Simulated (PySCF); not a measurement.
# C4H7FSi: the cost of one run

Programs: PySCF 2.14.0, with density-fitted response routines of our own. Each step states its level of theory. These are calculated values for one molecule in the gas phase, unless marked as measured. Atoms count from 0, in the outputs and in this text.

### 1 The starting structure

13 atoms, charge 0, multiplicity 1; geometry from: GFN2-xTB. The atoms were then displaced at random by about 0.01 Å, so the start is not that level's minimum.

Bonds of the start (Å): F0–C1 1.37, C1–C2 1.34, C2–C3 1.42, C3–C4 1.57, C4–Si5 1.89, Si5–C3 1.94, C1–H6 1.09, C2–H7 1.07, C3–H8 1.10, C4–H9 1.09, C4–H10 1.06, Si5–H11 1.44, Si5–H12 1.46.

### 2 Relaxing the molecule at PBE0-D3(BJ)/def2-SVP

The job: settings as JSON, then the geometry in Å.

```
{"job": {"xc": "PBE0", "basis": "def2-SVP", "d3": "d3bj", "grid": 1, "shake": 0.01, "kind": "geom"}, "charge": 0, "multiplicity": 1}
F      3.343930    -0.312220    -0.819110
C      2.271270    -0.206270     0.027180
C      1.006270    -0.217200    -0.415020
C     -0.106090    -0.079510     0.450190
C     -1.457610    -0.751230     0.002020
Si    -1.549960     1.132630    -0.019580
H      2.607460    -0.118140     1.056350
H      0.863440    -0.301600    -1.473620
H      0.092570    -0.172850     1.527220
H     -1.967280    -1.313690     0.788820
H     -1.411710    -1.298330    -0.907840
H     -1.445700     1.799920    -1.292000
H     -2.240770     1.821610     1.065080
```

Command:

```sh
$ OMP_NUM_THREADS=1 python probes_run.py task.json out
```

The driver reads the jobs from task.json and runs them one after another.

Q: Estimate the wall time and peak memory of this first job on 1 thread of Arm Neoverse N1, shared host.

About 88 s, with a peak of 0.51 GiB.
